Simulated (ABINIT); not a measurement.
TaAs:

```
Ta As
1.0
    -1.72181    1.72181    5.86794
     1.72181   -1.72181    5.86794
     1.72181    1.72181   -5.86794
Ta As
2 2
Direct
  0.49997 0.49997 0.00000
  0.24997 0.74997 0.50000
  0.08263 0.08263 0.00000
  0.83263 0.33263 0.50000
```

The cell is a database's computed one.

Base run:

| Property | Result |
| --- | --- |
| Program | ABINIT 10.8.3 (patched build) |
| Functional | PW91 |
| Potentials or basis | JTH PAW PBE v2.0 |
| Cutoff | 626 eV |
| k mesh | 9 × 9 × 9 |
| Occupations | fermi-dirac, width 0.05 eV |
| Spin | no spin polarisation |

Its results: band gap on the k mesh none (metal or under the smearing width); pressure 2.1 GPa; largest force 0.021 eV/Å.

**Question.** The run is repeated on the same cell with these changes: functional from PW91 to RPBE. What comes out?

**Answer.** Band gap on the k mesh 0.02 eV, indirect (least direct gap 0.05 eV); pressure 4.8 GPa; largest force 0.025 eV/Å.

RPBE binds less tightly than PW91, so the same cell stands under more pressure.

Caveats: the PAW data sets were made with another functional, which shifts forces and pressure a little; spin-orbit coupling is left out, which moves the levels of the heavy elements (some runs); an odd mesh through Γ misses points on the zone boundary, where band edges often lie (some runs).
